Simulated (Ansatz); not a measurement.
# C19O: the cost of one run

All numbers below are computed with Ansatz 0.2.0 (DFT PBE+D3(BJ), plane waves, PAW, scalar-relativistic, no spin polarisation).

**1. Starting point**

The cell holds 20 atoms (C19O): a = 7.398 Å, b = 7.398 Å, c = 11.000 Å, α = 90.00°, β = 90.00°, γ = 120.00°.

Structure file:

```cif
data_structure
_symmetry_space_group_name_H-M 'P 1'
_symmetry_Int_Tables_number 1
_cell_length_a 7.3980
_cell_length_b 7.3980
_cell_length_c 11.0000
_cell_angle_alpha 90.000
_cell_angle_beta 90.000
_cell_angle_gamma 120.000
_cell_volume 521.38
loop_
_atom_site_label
_atom_site_type_symbol
_atom_site_fract_x
_atom_site_fract_y
_atom_site_fract_z
_atom_site_occupancy
C1 C 0.00000 0.00000 0.09091 1
C2 C 0.22222 0.11111 0.09091 1
C3 C 0.00000 0.33333 0.09091 1
C4 C 0.22222 0.44444 0.09091 1
C5 C 0.00000 0.66667 0.09091 1
C6 C 0.22222 0.77778 0.09091 1
C7 C 0.33333 0.00000 0.09091 1
C8 C 0.55556 0.11111 0.09091 1
C9 C 0.33333 0.33333 0.09091 1
C10 C 0.55556 0.44444 0.09091 1
C11 C 0.33333 0.66667 0.09091 1
C12 C 0.55556 0.77778 0.09091 1
C13 C 0.66667 0.00000 0.09091 1
C14 C 0.88889 0.11111 0.09091 1
C15 C 0.66667 0.33333 0.09091 1
C16 C 0.88889 0.44444 0.09091 1
C17 C 0.66667 0.66667 0.09091 1
C18 C 0.88889 0.77778 0.09091 1
C19 C 0.95270 0.06014 0.21818 1
O1 O 0.95270 0.06014 0.32364 1
```

**2. Relaxing end A**

input.yaml

```yaml
crystal:
  lattice:
    - [7.398, 0.0, 0.0]
    - [-3.699, 6.406856, 0.0]
    - [0.0, 0.0, 11.0]
  atoms:
    - { symbol: C, position: [0.0, 0.0, 0.0909091] }
    - { symbol: C, position: [0.2222222, 0.1111111, 0.0909091] }
    - { symbol: C, position: [0.0, 0.3333333, 0.0909091] }
    - { symbol: C, position: [0.2222222, 0.4444444, 0.0909091] }
    - { symbol: C, position: [0.0, 0.6666667, 0.0909091] }
    - { symbol: C, position: [0.2222222, 0.7777778, 0.0909091] }
    - { symbol: C, position: [0.3333333, 0.0, 0.0909091] }
    - { symbol: C, position: [0.5555556, 0.1111111, 0.0909091] }
    - { symbol: C, position: [0.3333333, 0.3333333, 0.0909091] }
    - { symbol: C, position: [0.5555556, 0.4444444, 0.0909091] }
    - { symbol: C, position: [0.3333333, 0.6666667, 0.0909091] }
    - { symbol: C, position: [0.5555556, 0.7777778, 0.0909091] }
    - { symbol: C, position: [0.6666667, 0.0, 0.0909091] }
    - { symbol: C, position: [0.8888889, 0.1111111, 0.0909091] }
    - { symbol: C, position: [0.6666667, 0.3333333, 0.0909091] }
    - { symbol: C, position: [0.8888889, 0.4444444, 0.0909091] }
    - { symbol: C, position: [0.6666667, 0.6666667, 0.0909091] }
    - { symbol: C, position: [0.8888889, 0.7777778, 0.0909091] }
    - { symbol: C, position: [0.9526964, 0.0601358, 0.2181818] }
    - { symbol: O, position: [0.9526964, 0.0601358, 0.3236364] }
basis:
  ecutwfc: 420.0
kpoints:
  mp_grid: { grid: [2, 2, 1] }
hamiltonian:
  xc: pbe
  dispersion: d3bj
scf:
  occupations: { method: gaussian, width: 0.02 }
  lower_state_search: "off"
relax:
  f_tol: 0.03
  max_steps: 60
  adjacent_minimum: "off"
```

On the command line:

```sh
$ ansatz run input.yaml --threads 1 --pin off --max-ram 3072MiB --backend cpu --events-out ev --progress --plain --runs-dir out
```

Q: Estimate wall time and peak memory on 1 thread of AMD EPYC 9R14 (Zen 4), shared host.

About 29 s, with a peak of 0.68 GiB.
